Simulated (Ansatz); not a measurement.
# B2PLYP/STO-3G run of [SnH3]− (SMILES [H][Sn-]([H])[H])

What is the energy change on altering one bond length of [SnH3]− at B2PLYP/STO-3G? 

The calculation is run with Ansatz 0.2.0.

1 further run of the same task is left out (set aside as unsound or not needed).

### Step 1. The structure to begin with

The species is [SnH3]− (4 atoms), meant as a singlet with charge -1. As SMILES, `[H][Sn-]([H])[H]`. Geometry: a GFN2-xTB relaxation, a rough one for these elements and not checked as a minimum.

Bond lengths: Sn1–H2 1.948 Å, Sn1–H3 1.948 Å, Sn1–H4 1.949 Å. Angles: H2–Sn1–H3 93.3°, H2–Sn1–H4 93.4°, H3–Sn1–H4 93.5°.

### Step 2. The energy at B2PLYP/STO-3G

run.yaml

```yaml
basis:
  gaussian:
    orbitals: STO-3G
crystal:
  periodic: [false, false, false]
  atoms:
    - {symbol: Sn, position_ang: [-0.006380, 0.005730, 0.791670]}
    - {symbol: H, position_ang: [1.637790, -0.033600, -0.251650]}
    - {symbol: H, position_ang: [-0.786860, 1.432510, -0.280410]}
    - {symbol: H, position_ang: [-0.844540, -1.404640, -0.259610]}
total_charge: -1
hamiltonian:
  xc: {name: B2PLYP}
correlation:
  frozen_orbitals: {H: 0, Sn: 18}
accuracy: high
```

Run with:

```console
$ ansatz run run.yaml --threads 1 --pin off --max-ram 2610MiB --events-out events.jsonl --progress --plain --runs-dir runs
```

The program printed:

```text
Warning: RAYON_NUM_THREADS=1 ignored (pool sized by the plan → 1); use --threads N
Functional definition: B2PLYP
  name "B2PLYP"
  parameter a = 0.53
  parameter c = 0.27
  exchange = (1 - a)*b88_x + a*exact_x
  correlation = (1 - c)*lyp_c + c*(mp2_os + mp2_ss)
519 factors; integrals over basis functions are off by at most 4.0e-9 eV
mean field evaluation 1: about -162353.7987 eV, gradient 5.2e0 eV
mean field evaluation 2: about -162353.7708 eV, gradient 5.1e0 eV
mean field evaluation 4: about -162353.9466 eV, gradient 1.7e-1 eV
mean field evaluation 8: about -162353.9465 eV, gradient 6.6e-5 eV
mean field -162353.94649653 eV, -5966.3974862902 hartree, gradient 5.4e-8 eV, S^2 0.000000; 0 other end points of the search recorded, 0 dependent functions left out
18 core orbitals not correlated: weight in the atoms' cores, before any rotation towards them, 1.000 or more for the frozen orbitals, at most 0.000 for the correlated occupied ones
reference -162353.94651304 eV, -5966.3974868969 hartree; 9, 9 occupied and 3, 3 virtual orbitals, 519 factors
second order -1.58217585 eV of doubles, -0.00000000 eV of singles
Total energy: -162354.37370052 eV, -5966.4131857472 hartree
```

Run time: 0.84 s. Hardware: 1 thread of AMD EPYC 9R45 (Zen 5), shared host; peak memory 0.12 GiB.

### Step 3. The distorted shape, same level

input.yaml

```yaml
crystal:
  periodic: [false, false, false]
  atoms:
    - {symbol: Sn, position_ang: [0.203166, 0.358332, 1.054497]}
    - {symbol: H, position_ang: [1.847336, 0.319002, 0.011177]}
    - {symbol: H, position_ang: [-0.577314, 1.785112, -0.017583]}
    - {symbol: H, position_ang: [-0.844540, -1.404640, -0.259610]}
basis:
  gaussian:
    orbitals: STO-3G
total_charge: -1
hamiltonian:
  xc: {name: B2PLYP}
correlation:
  frozen_orbitals: {H: 0, Sn: 18}
accuracy: high
```

Run with:

```console
$ ansatz run input.yaml --threads 1 --pin off --max-ram 2610MiB --events-out events.jsonl --progress --plain --runs-dir runs
```

The program printed, cut to the lines that bear on the results:

```text
Warning: RAYON_NUM_THREADS=1 ignored (pool sized by the plan → 1); use --threads N
[... 2 set-up lines as earlier in the session ...]
[...]
518 factors; integrals over basis functions are off by at most 4.0e-9 eV
[...]
mean field -162352.17931874 eV, -5966.3325437042 hartree, gradient 1.1e-8 eV, S^2 0.000000; 0 other end points of the search recorded, 0 dependent functions left out
18 core orbitals not correlated: weight in the atoms' cores, before any rotation towards them, 1.000 or more for the frozen orbitals, at most 0.000 for the correlated occupied ones
reference -162352.17933589 eV, -5966.3325443344 hartree; 9, 9 occupied and 3, 3 virtual orbitals, 518 factors
second order -2.00235010 eV of doubles, -0.00000000 eV of singles
Total energy: -162352.71997042 eV, -5966.3524122868 hartree
```

It took 0.84 s on 1 thread of AMD EPYC 9R45 (Zen 5), shared host; peak memory 0.12 GiB.

### Step 4. What came out

Level: B2PLYP/STO-3G, 18 core orbitals frozen.

```
                                                          quantity           value
                                         first shape: total energy  -5966.41319 Eh
                                     distorted shape: total energy  -5966.35241 Eh
energy change with the Sn1–H4 bond stretched from 1.949 to 2.436 Å        1.654 eV
```

With the Sn1–H4 bond stretched from 1.949 to 2.436 Å the energy rises by 1.65 eV (38 kcal/mol). The first shape isn't relaxed at this level, so the change isn't measured from a minimum. The minimal basis adds a large error of its own. Relativity is left out (first shape) although the molecule holds a heavy atom. Relativity is left out (distorted shape) although the molecule holds a heavy atom.
